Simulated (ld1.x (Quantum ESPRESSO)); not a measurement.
# Changing the settings of an ultrasoft potential for Ta, part 2 of 2

One potential is built and tested. Then one design choice at a time is changed, to learn what it costs or gains.

ld1.x (Quantum ESPRESSO) 7.5; first potential PBE, fully relativistic. Earlier steps stand in the parts before.

## Step 4: Logarithmic derivatives

Taken from the files of the generation run. The phase is arctan(r·u′/u) with u = r·R, unwrapped, with energies in Ry. A pole is an energy at which the radial function vanishes at the test radius. The pseudo phase is shifted by a multiple of π to meet the all-electron one at the reference energy. Levels narrower than the energy grid can be missing from the poles. The last column is the largest difference on the grid between −1 and +1 Ry.

```tsv
channel	radius (bohr)	reference (Ry)	poles AE	poles PS	window around the reference with phases within 0.05 rad (Ry)	largest difference near zero (rad)
s	2.66	-0.47	-5.44, 2.23	-5.44, 2.22	the whole range	0.000
p1/2	2.66	-0.18	-3.40, 3.47	-3.40, 3.71	the whole range	0.011
p3/2	2.66	-0.14	-2.70, 4.08	-2.70, 3.89	the whole range	0.007
d3/2	2.66	-0.39	0.26	0.26	the whole range	0.000
d5/2	2.66	-0.34	0.36	0.36	the whole range	0.000
```

Phases (rad) along the scan:

| E (Ry) | p1/2 AE | p1/2 PS | d3/2 AE | d3/2 PS |
| --- | --- | --- | --- | --- |
| -7.00 | 1.417 | 1.418 | 1.426 | 1.426 |
| -6.48 | 1.409 | 1.410 | 1.420 | 1.420 |
| -5.96 | 1.400 | 1.401 | 1.413 | 1.413 |
| -5.44 | 1.389 | 1.390 | 1.405 | 1.405 |
| -4.92 | 1.374 | 1.375 | 1.395 | 1.395 |
| -4.40 | 1.351 | 1.351 | 1.384 | 1.384 |
| -3.88 | 1.288 | 1.289 | 1.371 | 1.371 |
| -3.36 | -1.619 | -1.619 | 1.353 | 1.353 |
| -2.84 | -1.766 | -1.766 | 1.329 | 1.329 |
| -2.32 | -1.812 | -1.812 | 1.295 | 1.295 |
| -1.80 | -1.859 | -1.858 | 1.238 | 1.238 |
| -1.28 | -1.923 | -1.923 | 1.115 | 1.115 |
| -0.76 | -2.029 | -2.029 | 0.596 | 0.596 |
| -0.24 | -2.247 | -2.247 | -1.216 | -1.216 |
| 0.28 | -2.833 | -2.831 | -1.579 | -1.579 |
| 0.80 | -3.842 | -3.831 | -1.707 | -1.707 |
| 1.32 | -4.319 | -4.308 | -1.808 | -1.809 |
| 1.84 | -4.506 | -4.495 | -1.940 | -1.940 |
| 2.36 | -4.602 | -4.590 | -2.200 | -2.201 |
| 2.88 | -4.662 | -4.650 | -2.948 | -2.949 |
| 3.40 | -4.707 | -4.692 | -3.974 | -3.974 |
| 3.92 | -4.744 | -4.725 | -4.353 | -4.353 |
| 4.44 | -4.778 | -4.754 | -4.504 | -4.504 |
| 4.96 | -4.814 | -4.781 | -4.585 | -4.585 |

## Step 5: Plane-wave convergence, by spherical Bessel functions

A separate test, outside the generator: the pseudo-atom's Hamiltonian at the reference potential is diagonalised in spherical Bessel functions j_l(qr) that vanish at 20 bohr, with q² up to the cutoff.

All-electron valence levels (Ry): 5s -5.4638, 6s -0.4702, 5p1/2 -3.4686, 6p1/2 -0.1808, 5p3/2 -2.8254, 6p3/2 -0.1442, 5d3/2 -0.3858, 5d5/2 -0.3408. The lowest levels of each channel (Ry) by cutoff; the last column sums, over occupied levels, occupation times the distance from the level at 400 Ry. A positive value at high cutoff is not a bound level.

| cutoff (Ry) | s #1 | s #2 | p1/2 #1 | p1/2 #2 | p3/2 #1 | p3/2 #2 | d3/2 #1 | d5/2 #1 | f #1 | Σ f·Δε (mRy) |
| --- | --- | --- | --- | --- | --- | --- | --- | --- | --- | --- |
| 8 | -5.2653 | -0.4048 | -3.3360 | -0.1785 | -2.7898 | -0.1002 | -0.2623 | -0.2309 | 0.0861 | 1246.9 |
| 10 | -5.3681 | -0.4241 | -3.4384 | -0.1804 | -2.8138 | -0.1052 | -0.3185 | -0.2806 | 0.0861 | 560.5 |
| 12 | -5.4229 | -0.4383 | -3.4638 | -0.1806 | -2.8224 | -0.1102 | -0.3530 | -0.3114 | 0.0861 | 251.3 |
| 18 | -5.4618 | -0.4600 | -3.4682 | -0.1807 | -2.8251 | -0.1330 | -0.3829 | -0.3381 | 0.0861 | 33.0 |
| 21 | -5.4632 | -0.4647 | -3.4684 | -0.1807 | -2.8252 | -0.1411 | -0.3851 | -0.3401 | 0.0861 | 12.8 |
| 25 | -5.4633 | -0.4676 | -3.4686 | -0.1807 | -2.8254 | -0.1435 | -0.3856 | -0.3406 | 0.0861 | 5.4 |
| 30 | -5.4634 | -0.4695 | -3.4686 | -0.1807 | -2.8254 | -0.1436 | -0.3857 | -0.3407 | 0.0861 | 2.9 |
| 40 | -5.4638 | -0.4701 | -3.4687 | -0.1807 | -2.8254 | -0.1440 | -0.3859 | -0.3409 | 0.0861 | 0.4 |
| 45 | -5.4638 | -0.4701 | -3.4687 | -0.1807 | -2.8255 | -0.1440 | -0.3859 | -0.3409 | 0.0861 | 0.3 |
| 50 | -5.4638 | -0.4702 | -3.4687 | -0.1807 | -2.8255 | -0.1441 | -0.3859 | -0.3409 | 0.0861 | 0.2 |
| 400 | -5.4638 | -0.4702 | -3.4687 | -0.1807 | -2.8255 | -0.1441 | -0.3860 | -0.3409 | 0.0861 | 0.0 |

The sum stays within 10 mRy from 25 Ry and within 1 mRy from 40 Ry. The sum leaves out empty levels, which can need more. Ghost test: no level below the all-electron spectrum of its channel (s, p1/2, p3/2, d3/2, d5/2, f tested).

## Step 6: Variant: all radii scaled by 0.97 (s 1.66, p 2.38, d 2.08 bohr); local potential all-electron …

In full, the change is: all radii scaled by 0.97 (s 1.66, p 2.38, d 2.08 bohr); local potential all-electron potential smoothed inside 2.28 bohr (lloc = -2).

The input, Ta.in:

```
 &input
   title='Ta', zed=73., rel=2, dft='PBE', iswitch=3,
   config='[Xe] 4f14 5d3 6s1 6p1', rel_dist='average',
   nld=5, rlderiv=2.60, eminld=-7.0, emaxld=5.0, deld=0.02
 /
 &inputp
   pseudotype=3, tm=.true., lloc=-2, rcloc=2.28,
   nlcc=.false.,
   which_augfun='PSQ', rmatch_augfun_nc=.true.,
   file_pseudopw='Ta.UPF', file_wfcaegen='ae.wfc', file_wfcncgen='nc.wfc', file_beta='beta', file_chi='chi', file_wfcusgen='us.wfc'
 /
6
5S  1  0   2.00   0.00  1.36  1.66  0.0
6S  2  0   1.00   0.00  1.36  1.66  0.0
5P  2  1   6.00   0.00  1.84  2.38  0.0
6P  3  1   1.00   0.00  1.84  2.38  0.0
5D  3  2   3.00   0.00  1.84  2.08  0.0
5D  3  2   0.00   3.50  1.84  2.08  0.0
 &test
   configts(1)='5s2 5p6 5d3 6s1 6p1'
 /
```

Command:

```
$ ld1.x < Ta.in > Ta.out
```

The output, Ta.out (without the banner and most projector matrices):

```text
[... the first 25 lines are left out ...]

     Wfc 5D LC norm =  0.99988811 SC norm =  0.00011186 missing  0.00000003

     Wfc 5D LC norm =  0.99989715 SC norm =  0.00009818 missing  0.00000467
      Wfc-us  5S rcutus= 1.665  Estimated cut-off energy=    19.62 Ry
      Wfc-us  6S rcutus= 1.665  Estimated cut-off energy=    38.86 Ry
      Wfc-us  5P rcutus= 2.362  Estimated cut-off energy=    15.90 Ry
      Wfc-us  5P rcutus= 2.362  Estimated cut-off energy=    15.64 Ry
      Wfc-us  6P rcutus= 2.362  Estimated cut-off energy=    29.82 Ry
      Wfc-us  6P rcutus= 2.362  Estimated cut-off energy=    29.31 Ry
      Wfc-us  5D rcutus= 2.085  Estimated cut-off energy=    26.27 Ry
      Wfc-us  5D rcutus= 2.085  Estimated cut-off energy=    26.17 Ry
      Wfc-us  5D rcutus= 2.085  Estimated cut-off energy=    48.50 Ry
      Wfc-us  5D rcutus= 2.085  Estimated cut-off energy=    48.01 Ry

     Q pseudized with Bessel functions
     Expected ecutrho=     176.8662 due to l1=  0   l2=  2

 %%%%%%%%%%%%%%%%%%%%%%%%%%%%%%%%%%%%%%%%%%%%%%%%%%%%%%%%%%%%%%%%%%%%%%%%%%%%%%
     Error in routine chargeps (1):
     negative rho
 %%%%%%%%%%%%%%%%%%%%%%%%%%%%%%%%%%%%%%%%%%%%%%%%%%%%%%%%%%%%%%%%%%%%%%%%%%%%%%

     stopping ...
```

It took 0.19 s on 1 thread, shared host.

This one fails, with the message "chargeps: negative rho". The reason: the spherical valence density built from the smooth waves and the augmentation charge turned negative at some radius.

## Step 7: Changed: local potential all-electron potential smoothed inside 1.80 bohr (lloc = -2)

The input, Ta.in:

```
 &input
   title='Ta', zed=73., rel=2, dft='PBE', iswitch=3,
   config='[Xe] 4f14 5d3 6s1 6p1', rel_dist='average',
   nld=5, rlderiv=2.65, eminld=-7.0, emaxld=5.0, deld=0.02
 /
 &inputp
   pseudotype=3, tm=.true., lloc=-2, rcloc=1.80,
   nlcc=.false.,
   which_augfun='PSQ', rmatch_augfun_nc=.true.,
   file_pseudopw='Ta.UPF', file_wfcaegen='ae.wfc', file_wfcncgen='nc.wfc', file_beta='beta', file_chi='chi', file_wfcusgen='us.wfc'
 /
6
5S  1  0   2.00   0.00  1.40  1.70  0.0
6S  2  0   1.00   0.00  1.40  1.70  0.0
5P  2  1   6.00   0.00  1.90  2.45  0.0
6P  3  1   1.00   0.00  1.90  2.45  0.0
5D  3  2   3.00   0.00  1.90  2.15  0.0
5D  3  2   0.00   3.50  1.90  2.15  0.0
 &test
   configts(1)='5s2 5p6 5d3 6s1 6p1'
 /
```

Command:

```
$ ld1.x < Ta.in > Ta.out
```

Output in Ta.out (without the banner and most projector matrices):

```text
     Program LD1 v.7.5
     [... all-electron run as in step 2 ...]


     --------------------- Generating US pseudopotential ---------------------

      Generating local potential from pseudized AE potential:
      Matching radius rcloc =   1.8000
      Enforcing V''(0)=0 (lloc=-2)

      Local pseudo, rcloc= 1.794 Estimated cut-off energy=     9.96 Ry

     Fully relativistic calculation: |psi|^2

     Wfc 5S LC norm =  0.99960231 SC norm =  0.00039767 missing  0.00000002

     Wfc 6S LC norm =  0.99995364 SC norm =  0.00004365 missing  0.00000271

     Wfc 5P LC norm =  0.99967725 SC norm =  0.00032271 missing  0.00000004

     Wfc 5P LC norm =  0.99972461 SC norm =  0.00027514 missing  0.00000025

     Wfc 6P LC norm =  0.99997588 SC norm =  0.00002366 missing  0.00000046

     Wfc 6P LC norm =  0.99998037 SC norm =  0.00001638 missing  0.00000325

     Wfc 5D LC norm =  0.99988811 SC norm =  0.00011186 missing  0.00000003

     Wfc 5D LC norm =  0.99989715 SC norm =  0.00009861 missing  0.00000424
      Wfc-us  5S rcutus= 1.707  Estimated cut-off energy=    18.79 Ry
      Wfc-us  6S rcutus= 1.707  Estimated cut-off energy=    37.51 Ry
      Wfc-us  5P rcutus= 2.422  Estimated cut-off energy=    15.19 Ry
      Wfc-us  5P rcutus= 2.422  Estimated cut-off energy=    14.94 Ry
      Wfc-us  6P rcutus= 2.422  Estimated cut-off energy=    11.59 Ry
      Wfc-us  6P rcutus= 2.422  Estimated cut-off energy=    28.03 Ry
      Wfc-us  5D rcutus= 2.137  Estimated cut-off energy=    25.04 Ry
      Wfc-us  5D rcutus= 2.137  Estimated cut-off energy=    24.94 Ry
      Wfc-us  5D rcutus= 2.137  Estimated cut-off energy=    46.79 Ry
      Wfc-us  5D rcutus= 2.137  Estimated cut-off energy=    46.38 Ry

     Q pseudized with Bessel functions
     Expected ecutrho=     179.0896 due to l1=  0   l2=  2

     ------------------- End of pseudopotential generation -------------------

     [... all-electron run as in step 2 ...]


     Computing logarithmic derivative in   2.65996
     Computing logarithmic derivative in   2.65996
     Computing the partial wave expansion
     R is outside the sphere for l=    0 j= 0.50
     R is outside the sphere for l=    0 j= 0.50
     R is outside the sphere for l=    1 j= 0.50
     R is outside the sphere for l=    1 j= 0.50
     R is outside the sphere for l=    1 j= 1.50
     R is outside the sphere for l=    1 j= 1.50
     R is outside the sphere for l=    2 j= 1.50
     R is outside the sphere for l=    2 j= 1.50
     R is outside the sphere for l=    2 j= 2.50
     R is outside the sphere for l=    2 j= 2.50

     ---------------------- Testing the pseudopotential ----------------------

     Ta
     dirac relativistic calculation

     atomic number is 73.00   valence charge is 13.00
     dft =PBE   lsd =0 sic =0 latt =0  beta=0.20 tr2=1.0E-14
     mesh =1273 r(mesh) = 100.43799 xmin = -7.00 dx = 0.01250

     n l  j  nl             e AE (Ry)       e PS (Ry)    De AE-PS (Ry)
     1 0 0.5 5S   1( 2.00)       -5.46381       -5.46381       -0.00000
     2 1 0.5 5P   1( 2.00)       -3.46865       -3.46865        0.00000
     2 1 1.5 5P   1( 4.00)       -2.82541       -2.82541        0.00000
     3 2 1.5 5D   1( 1.20)       -0.38584       -0.38583       -0.00000
     3 2 2.5 5D   1( 1.80)       -0.34078       -0.34078        0.00000
     2 0 0.5 6S   1( 1.00)       -0.47018       -0.47018       -0.00000
     3 1 0.5 6P   1( 0.33)       -0.18077       -0.18077       -0.00000
     3 1 1.5 6P   1( 0.67)       -0.14417       -0.14417       -0.00000

     eps = 9.7E-15  iter = 39

     Etot =  -31251.498281 Ry,  -15625.749141 Ha, -425198.295248 eV
     Etotps =  -116.397046 Ry,     -58.198523 Ha,   -1583.662483 eV

     Ekin =      27.970181 Ry,      13.985090 Ha,     380.553696 eV
     Encl =    -216.077025 Ry,    -108.038512 Ha,   -2939.877690 eV
     Ehrt =      89.379314 Ry,      44.689657 Ha,    1216.067523 eV
     Ecxc =     -12.865804 Ry,      -6.432902 Ha,    -175.048176 eV
     Epseu=      -4.803712 Ry,      -2.401856 Ha,     -65.357835 eV

     ---------------------- End of pseudopotential test ----------------------
```

Run time: 4 s. Hardware: 1 thread, shared host. This counts the later configuration tests of the new file too.

The new file went through the configuration test as well (its log is not shown).

1 test gave no usable energy difference (5s2 5p6 5d2 6s2 6p0).

The tests as a table, with energies relative to 5s2 5p6 5d3 6s1 6p1.

```csv
valence configuration,charge,ΔE all-electron (eV),error AE − PS (meV)
5s2 5p6 5d3 6s2 6p0,0,-4.146,+0.7
5s2 5p6 5d3 6s1 6p0,+1,4.326,+3.5
5s2 5p6 5d3 6s0 6p0,+2,19.299,+59
5s2 5p6 5d3 6s1.5 6p0,+0.5,-0.682,-1.0
5s2 5p6 5d4 6s0 6p0,+1,5.759,+46
5s2 5p6 5d2 6s0 6p0,+3,42.892,+70
```

Compared with the first run, the loose cutoff stays at 25 Ry, the largest error in the tests that it solved is +70 meV (5s2 5p6 5d2 6s0 6p0), there is no bound ghost and the phase difference near zero goes from 0.01 to 0.13 rad.

## Step 8: Results

The summary covers parts 1 to 2.

Cutoffs, loose and tight: the cutoffs (Ry, on a coarse ladder) from which the occupation-weighted sum of valence levels, in a spherical-Bessel basis at the reference potential, stays within 10 and 1 mRy of its value at 400 Ry; empty and scattering waves don't count. The number of plane waves in a given cell goes as the cutoff to the power 3/2; it is given for the loose cutoff, relative to the first potential. Test errors are all-electron less pseudo; runs with another core, reference, functional or relativity have tests of their own. The phase difference is the largest within 1 Ry of zero, over the channels with partial waves. A dash means not determined. 6 further runs were made in the same way; their inputs and logs are not shown.

| change | outcome | cutoff, loose | cutoff, tight | plane waves, relative | bound ghosts | largest test error (meV) | phase difference near zero (rad) | lowest overlap eigenvalue (Bessel basis) |
| --- | --- | --- | --- | --- | --- | --- | --- | --- |
| first potential | generated | 25 Ry | 40 Ry | 1.00 | none | +65 (1 test unsolved) | 0.011 | 0.077 |
| all radii scaled by 0.97 (s 1.66, p 2.38, d 2.08 bohr); local potential all-electron potential smoothed inside 2.28 bohr (lloc = -2) | failed: chargeps: negative rho | – | – | – | – | – | – | – |
| local potential all-electron potential smoothed inside 1.80 bohr (lloc = -2) | generated | 25 Ry | 40 Ry | 1.00 | none | +70 (1 test unsolved) | 0.125 | 0.109 |
| augmentation built from norm-conserving waves at rcut, not smoothed further | failed: chargeps: negative rho | – | – | – | – | – | – | – |
| reference 5s2 5p6 5d3 6s1.5 6p0.5 | generated | 25 Ry | 40 Ry | 1.00 | none | +65 (4 tests unsolved) | 0.011 | 0.076 |
| scalar-relativistic | failed: chargeps: negative rho | – | – | – | – | – | – | – |
| core correction a·sin(br)/r model core inside 0.80 bohr (was none) | generated | 25 Ry | 40 Ry | 1.00 | none | -45 | 0.011 | 0.077 |
| waves 5s (bound): rcut 0.98, rcutus 1.04 bohr; 6s (bound): rcut 0.98, rcutus 1.04 bohr | generated | 45 Ry | 120 Ry | 2.41 | none | +18 | 0.011 | 0.077 |
| waves 5d (bound): rcut 1.90, rcutus 2.46 bohr; 5d channel at 3.5 Ry: rcut 1.90, rcutus 2.46 bohr | failed: chargeps: negative rho | – | – | – | – | – | – | – |

In words: 4 of the potentials share the lowest cutoff, 25 Ry; the highest cutoff read, 45 Ry, costs 2.4 times the plane waves. Among those with the same tests, the variant "waves 5s (bound): rcut 0.98, rcutus 1.04 bohr; 6s (bound): rcut 0.98, rcutus …" has the smallest worst error, +18 meV. 4 of the changes stop the generator.

The first potential by itself. The worst unpolarised test, 5s2 5p6 5d2 6s0 6p0, is off by 65 meV on 42.9 eV; by total energies transferability rates as fair where solved. Of the tests 1 gave no usable energy difference, which is a warning in itself. By its cutoff, 25 Ry for the looser tolerance, it is soft on the atom at that tolerance. The slowest occupied level is 6s: taken alone it needs 30 Ry to come within 1 mRy, against 21 Ry for 5s.
